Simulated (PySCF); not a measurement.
# C4H6Si: the cost of one run

Programs: PySCF 2.14.0, with routines of our own; each step states its level. All values are computed. Atoms count from 0.

### 1 The system as given

11 atoms, charge 0, multiplicity 1; geometry from: GFN2-xTB.

### 2 Geometry optimisation at PBE/cc-pVDZ

What the job is given:

```
{"job": {"xc": "PBE", "basis": "cc-pVDZ", "grid": 1, "kind": "geom"}, "charge": 0, "multiplicity": 1}
C     -1.026515     0.786195    -0.367752
C      0.213973     1.277436    -0.266473
Si     1.391336    -0.098263     0.264105
C     -0.073783    -1.286896     0.288396
C     -1.185258    -0.629079    -0.061329
H     -1.891228     1.369123    -0.655604
H      0.442303     2.310260    -0.470601
H      1.985309     0.121244     1.583786
H      2.394395    -0.430636    -0.748834
H     -0.079149    -2.335658     0.534501
H     -2.165959    -1.081057    -0.126158
```

Run with:

```console
$ OMP_NUM_THREADS=1 python excited_run.py task.json out
```

One launch serves the whole session: the jobs run in the order shown.

**Question.** How long does this first job take on 1 thread of Arm Neoverse V1, shared host, and how much memory does it need?

About 19 s, with a peak of 0.46 GiB.
